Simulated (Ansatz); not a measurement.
**SnF₂ (SMILES [F][Sn][F]): single points off equilibrium**

The atoms stand at a structure displaced at random from a GFN2-xTB minimum. How far do the functionals agree with CCSD(T) there?

The runs use Ansatz 0.2.0, Gaussian basis; single points in def2-TZVPP.

Cores are frozen in the correlated methods. Filled d shells of the heavier atoms are correlated. Core potentials replace the inner electrons past krypton, and spin-orbit coupling is left out.

## (1) The starting structure

SMILES `[F][Sn][F]`, 3 atoms, charge 0, spin multiplicity 1.

Atoms are counted from 1 here; the program's logs count them from 0.

Bond lengths: F1–Sn2 2.032 Å, Sn2–F3 2.007 Å. Angles: F1–Sn2–F3 104.0°.

As a file:

```
F    -1.43220    0.40370   -0.71840
Sn    0.31520    0.69740    0.27610
F     1.07520   -1.14930    0.47710
```

## (2) CCSD(T)/def2-TZVPP

The input, run/in.yaml:

```yaml
crystal:
  periodic: [false, false, false]
  atoms:
    - {symbol: F, position_ang: [-1.432200, 0.403700, -0.718400]}
    - {symbol: Sn, position_ang: [0.315200, 0.697400, 0.276100]}
    - {symbol: F, position_ang: [1.075200, -1.149300, 0.477100]}
basis:
  gaussian: {orbitals: def2-TZVPP}
correlation: {method: ccsd_t}
output: {forces: true}
```

No record of the launch command was kept for these runs.

## (3) PBE0-D4/def2-TZVPP

Changes to run/in.yaml since step 2:

```diff
@@ -8,3 +8,3 @@
   gaussian: {orbitals: def2-TZVPP}
-correlation: {method: ccsd_t}
-output: {forces: true}
+hamiltonian: {xc: pbe0, dispersion: d4}
+output: {forces: true, orbitals: {seedname: orbitals}}
```

## (4) wB97M-V/def2-TZVPP

Changes to run/in.yaml since step 3:

```diff
@@ -8,3 +8,3 @@
   gaussian: {orbitals: def2-TZVPP}
-hamiltonian: {xc: pbe0, dispersion: d4}
-output: {forces: true, orbitals: {seedname: orbitals}}
+hamiltonian: {xc: {name: wB97M-V}}
+output: {forces: true}
```

## (5) r2SCAN-D4/def2-TZVPP

Changes to run/in.yaml since step 4:

```diff
@@ -8,3 +8,3 @@
   gaussian: {orbitals: def2-TZVPP}
-hamiltonian: {xc: {name: wB97M-V}}
+hamiltonian: {xc: r2scan, dispersion: d4}
 output: {forces: true}
```

## (6) PBE-D4/def2-TZVPP

Changes to run/in.yaml since step 5:

```diff
@@ -8,3 +8,3 @@
   gaussian: {orbitals: def2-TZVPP}
-hamiltonian: {xc: r2scan, dispersion: d4}
+hamiltonian: {xc: pbe, dispersion: d4}
 output: {forces: true}
```

## (7) revPBE-D4/def2-TZVPP

Changes to run/in.yaml since step 6:

```diff
@@ -8,3 +8,3 @@
   gaussian: {orbitals: def2-TZVPP}
-hamiltonian: {xc: pbe, dispersion: d4}
+hamiltonian: {xc: {name: revPBE}, dispersion: d4}
 output: {forces: true}
```

## (8) B97M-V/def2-TZVPP

Changes to run/in.yaml since step 7:

```diff
@@ -8,3 +8,3 @@
   gaussian: {orbitals: def2-TZVPP}
-hamiltonian: {xc: {name: revPBE}, dispersion: d4}
+hamiltonian: {xc: {name: B97M-V}}
 output: {forces: true}
```

(Steps that only read results are left out.)

What does the calculation give? Wanted: energy less free atoms, CCSD(T)/def2-TZVPP; RMS force component; RMS force error; HOMO and LUMO, PBE0-D4; T1 diagnostic.

As calculated:

```
                                  quantity                                                                                            value
energy less free atoms, CCSD(T)/def2-TZVPP                                                                                    -950.1 kJ/mol
                       RMS force component                                                             0.444 to 0.969 eV/Å over the methods
                           RMS force error  PBE0-D4 0.100, wB97M-V 0.077, r2SCAN-D4 0.140, PBE-D4 0.440, revPBE-D4 0.541, B97M-V 0.138 eV/Å
                    HOMO and LUMO, PBE0-D4                                                                               -8.83 and -3.05 eV
                             T1 diagnostic                                                                                            0.018
```

Against CCSD(T) the functionals' energies less atoms differ by -98.6 to -16.1 kJ/mol, PBE-D4 by -98.6 kJ/mol. The reference is not at the basis limit: in triple zeta CCSD(T) underbinds, which counts against methods that bind more; the gaps are no ranking. For forces wB97M-V does best and revPBE-D4 worst. Frozen-core CCSD(T) forces in triple zeta carry basis errors of their own, and this is one geometry, so small gaps rank nothing.
